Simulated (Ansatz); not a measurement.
The system is AgRh.

```xyz
2
Lattice="2.7776 0.0000 0.0000 -1.3888 2.4055 0.0000 0.0000 0.0000 4.8086" Properties=species:S:1:pos:R:3 pbc="T T T"
Ag    0.0000    0.0000    2.4043
Rh    1.3888    0.8018    0.0000
```

The cell comes from a database or a generator and needn't be the stable form of this composition.

| Quantity | Value |
| --- | --- |
| Program | Ansatz 0.2.0 |
| Task | relaxation of cell and atoms |
| Functional | PBEsol0 |
| Potentials or basis | Ansatz PAW |
| Cutoff | 420 eV (not typed: the program's choice for these potentials) |
| k mesh | 6 × 6 × 3 |
| Occupations | fermi-dirac, width 0.05 eV |
| Spin | no spin polarisation |

At the start: volume 16.06 Å³/atom.

Where does the relaxation end?

It ends after 6 steps and the volume is 14.86 Å³/atom (-7.5 %); space group P-6m2 (No. 187, to 0.05 Å).

The path:
| step | energy change (eV) | largest force (eV/Å) | volume (Å³) |
| --- | --- | --- | --- |
| 1 | 0.0000 | 0.0000 | 32.13 |
| 2 | -0.0189 | 0.0000 | 27.78 |
| 3 | -0.1042 | 0.0000 | 30.06 |
| 4 | -0.1069 | 0.0000 | 29.77 |
| 5 | -0.1070 | 0.0000 | 29.72 |
| 6 | -0.1051 | 0.0000 | 29.72 |

Final structure:
```yaml
crystal:
  lattice:
    - [2.69816, 0.00000, 0.00000]
    - [-1.34908, 2.33667, 0.00000]
    - [0.00000, 0.00000, 4.71419]
  atoms:
    - { symbol: Ag, position: [0.00000, 0.00000, 0.50000] }
    - { symbol: Rh, position: [0.66667, 0.33333, 0.00000] }
```

Caveat: the k mesh is coarse (spacing up to 0.44 Å⁻¹), so the values aren't converged, least of all with exact exchange; the plane-wave basis is chosen anew once the cell has moved, so the energies of steps on either side of that aren't comparable; the PAW data sets come from PBE, with cores solved anew for the run's functional, which leaves a small shift of forces and pressure.
